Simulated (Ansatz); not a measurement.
# CH₆GeN radical: a ladder of functionals and wavefunction methods

The task here is to estimate one member of a computed series from the others.

Computed with Ansatz 0.2.0, Gaussian basis. Level: functionals in def2-TZVPP, the program's frozen cores in correlated methods.

Levels to be run: LDA (SPW92), PBE-D4, revPBE-D4, BLYP-D4, r2SCAN-D4, B97M-V, PBE0-D4, B3LYP-D4, r2SCANh-D4, r2SCAN0-D4, HSE06-D4, BHLYP-D4, CAM-B3LYP-D4, LC-ωPBE, ωB97X-V, ωB97M-V, B2PLYP, PBE-QIDH; CCSD(T)/def2-SVP; CCSD(T)/def2-TZVPP; MP2/def2-QZVPP; extrapolation to the limit; RPA on PBE.

### The relaxed structure

The geometry comes from an earlier relaxation with PBE0-D4 in a triple-zeta def2 set; it is a stationary point, not always the lowest conformer.

SMILES `C[N][GeH3]`, 9 atoms, charge 0, spin multiplicity 2.

Atoms are counted from 1 here; the program's logs count them from 0.

Bond lengths: C1–N2 1.425 Å, C1–H4 1.095 Å, C1–H5 1.101 Å, C1–H6 1.104 Å, N2–Ge3 1.863 Å, Ge3–H7 1.545 Å, Ge3–H8 1.534 Å, Ge3–H9 1.540 Å. Angles: N2–C1–H4 111.0°, N2–C1–H5 114.7°, N2–C1–H6 109.0°, H4–C1–H5 109.2°, H4–C1–H6 106.8°, H5–C1–H6 105.7°, C1–N2–Ge3 116.4°, N2–Ge3–H7 111.5°, N2–Ge3–H8 107.5°, N2–Ge3–H9 107.4°, H7–Ge3–H8 110.7°, H7–Ge3–H9 109.7°, H8–Ge3–H9 110.0°.

The first run:

Contents of in.yaml:

```yaml
crystal:
  periodic: [false, false, false]
  atoms:
    - {symbol: C, position_ang: [-0.411871, 0.982074, -0.924872]}
    - {symbol: N, position_ang: [-0.914078, -0.111449, -0.160774]}
    - {symbol: Ge, position_ang: [0.325197, -1.031443, 0.882020]}
    - {symbol: H, position_ang: [-1.134611, 1.293136, -1.686321]}
    - {symbol: H, position_ang: [0.562796, 0.800838, -1.402948]}
    - {symbol: H, position_ang: [-0.260451, 1.847615, -0.256902]}
    - {symbol: H, position_ang: [1.747020, -0.943182, 0.283277]}
    - {symbol: H, position_ang: [-0.137416, -2.491213, 0.966212]}
    - {symbol: H, position_ang: [0.311915, -0.392774, 2.283309]}
basis:
  gaussian: {orbitals: def2-TZVPP}
magnetization: {spin_polarized: true, initial_magnetization: 1}
hamiltonian: {xc: lda}
output: {orbitals: {seedname: orbitals}}
```

Started as:

```
> ansatz run in.yaml --threads 4 --pin off --events-out ev --progress --plain --max-ram 10444MiB
```

Among the steps run: LDA; PBE-D4 (GGA); revPBE-D4 (GGA); BLYP-D4 (GGA); r2SCAN-D4 (meta-GGA); B97M-V (meta-GGA); B3LYP-D4 (hybrid); r2SCANh-D4 (hybrid); r2SCAN0-D4 (hybrid); HSE06-D4 (hybrid); BHLYP-D4 (hybrid); CAM-B3LYP-D4 (range-separated); LC-ωPBE (range-separated); ωB97X-V (range-separated); ωB97M-V (range-separated); B2PLYP (double hybrid); PBE-QIDH (double hybrid).

One of the session's tables, all rows but one given; the rest of the session is left out.

| functional | HOMO (eV) | LUMO (eV) | gap (eV) |
| --- | --- | --- | --- |
| LDA (SPW92) | -5.64 | -4.43 | 1.21 |
| PBE-D4 | -5.63 | -3.96 | 1.66 |
| revPBE-D4 | -5.59 | -3.84 | 1.75 |
| BLYP-D4 | -5.53 | -3.92 | 1.61 |
| r2SCAN-D4 | ? | ? | ? |
| B97M-V | -6.05 | -3.50 | 2.55 |
| PBE0-D4 | -6.99 | -2.51 | 4.48 |
| B3LYP-D4 | -6.77 | -2.96 | 3.81 |
| r2SCANh-D4 | -6.40 | -2.82 | 3.58 |
| r2SCAN0-D4 | -7.17 | -2.07 | 5.10 |
| HSE06-D4 | -6.59 | -2.92 | 3.67 |
| BHLYP-D4 | -8.29 | -1.10 | 7.18 |
| CAM-B3LYP-D4 | -8.38 | -1.38 | 7.00 |
| LC-ωPBE | -9.76 | 0.06 | 9.82 |
| ωB97X-V | -9.40 | -0.35 | 9.05 |
| ωB97M-V | -9.28 | -0.47 | 8.81 |

Q: Estimate the row for r2SCAN-D4 from the others.

Worked estimate for «HOMO (eV)». Against the share of exact exchange, r2SCANh-D4 (0.1, -6.40), r2SCAN0-D4 (0.25, -7.17) give a slope of -5.13 per unit share; at 0 the line stands at -5.89.

The run gave: HOMO (eV): -5.89; LUMO (eV): -3.33; gap (eV): 2.57. In «HOMO (eV)» the line misses by 0.00.
